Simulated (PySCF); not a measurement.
# C4H7ClGeO: the cost of one run

Programs: PySCF 2.14.0, with routines of our own; each step states its level. All values are computed. Atoms count from 0.

## 1. The system as given

14 atoms, charge 0, multiplicity 1; geometry from: GFN2-xTB.

## 2. Circular dichroism and optical rotation: TDDFT CAM-B3LYP/def2-SVPD

What the job is given:

```
{"job": {"kind": "ecd", "xc": "CAM-B3LYP", "basis": "def2-SVPD", "nstates": 8}, "charge": 0, "multiplicity": 1}
C     -1.427194    -1.475076    -0.260915
C     -1.041198    -0.225416    -0.191918
C     -1.064987     1.051335     0.527223
Cl    -2.508036     2.058431     0.469647
C     -0.233032     0.876064    -0.730308
O      1.148859     0.886664    -0.665069
Ge     2.162652    -0.228605     0.235717
H     -2.113162    -1.896671     0.456888
H     -1.085291    -2.123047    -1.052826
H     -0.559801     1.141171     1.481537
H     -0.581637     1.380521    -1.627613
H      1.983582    -1.625983    -0.283331
H      3.489401     0.360745    -0.082714
H      1.829167    -0.180606     1.701516
```

Level: TDDFT CAM-B3LYP/def2-SVPD circular dichroism and optical rotation, one conformer, gas phase.

Launch:

```console
$ OMP_NUM_THREADS=1 python excited_run.py task.json out
```

One launch serves the whole session: the jobs run in the order shown.

**Question.** How long does this job take on 1 thread of Arm Neoverse V2, shared host, and how much memory does it need?

About 88 s, with a peak of 1.1 GiB.
